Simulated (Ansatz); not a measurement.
# ClH4OSiZn: the cost of one run

Program: Ansatz 0.2.0. Level of theory: UKS BHLYP/def2-SVP. These are calculated values, not measurements.

### Step 1. The system as given

Bond lengths: Zn1–Cl2 2.490 Å, Zn1–O3 1.790 Å, O3–H4 1.010 Å, Cl2–Si5 2.430 Å, Si5–H6 1.460 Å, Si5–H7 1.460 Å, Si5–H8 1.460 Å. Angles: Zn1–Cl2–Si5 180.0°, Cl2–Zn1–O3 180.0°, Zn1–O3–H4 109.5°, Cl2–Si5–H6 109.5°, Cl2–Si5–H7 109.5°, Cl2–Si5–H8 109.5°, H6–Si5–H7 109.4°, H6–Si5–H8 109.4°, H7–Si5–H8 109.4°.

As a file:

```xyz
8

Zn    0.0000    0.0000    0.0000
Cl    0.0000    0.0000    2.4900
O     0.0000    0.0000   -1.7900
H     0.2547   -0.9174   -2.1271
Si    0.0000    0.0000    4.9200
H    -0.7436   -1.1581    5.4074
H     1.3747   -0.0649    5.4074
H    -0.6311    1.2230    5.4074
```

### Step 2. Pulling towards end A

Springs on the bonds that form and break draw the guess towards this end; the thresholds are loose.

File input.yaml:

```yaml
crystal:
  periodic: [false, false, false]
  atoms:
    - { symbol: Zn, position_ang: [0.0, 0.0, 0.0] }
    - { symbol: Cl, position_ang: [0.0, 0.0, 2.49] }
    - { symbol: O, position_ang: [0.0, 0.0, -1.79] }
    - { symbol: H, position_ang: [0.2547, -0.9174, -2.1271] }
    - { symbol: Si, position_ang: [0.0, 0.0, 4.92] }
    - { symbol: H, position_ang: [-0.7436, -1.1581, 5.4074] }
    - { symbol: H, position_ang: [1.3747, -0.0649, 5.4074] }
    - { symbol: H, position_ang: [-0.6311, 1.223, 5.4074] }
magnetization:
  spin_polarized: true
  initial_magnetization: 1
basis:
  gaussian: { orbitals: def2-SVP }
hamiltonian:
  xc: { name: BHLYP }
relax:
  f_tol: 0.15
  max_steps: 25
  restrain:
    - { distance: [1, 4], at: 3.33, k: 30.0 }
    - { distance: [0, 1], at: 2.24, k: 30.0 }
```

Command:

```
$ ansatz run input.yaml --threads 4 --pin off --max-ram 5120MiB --backend cpu --events-out ev --progress --plain --runs-dir out
```

Q: Estimate wall time and peak memory on 4 threads of Arm Neoverse N1, shared host.

About 35 s, with a peak of 0.33 GiB.
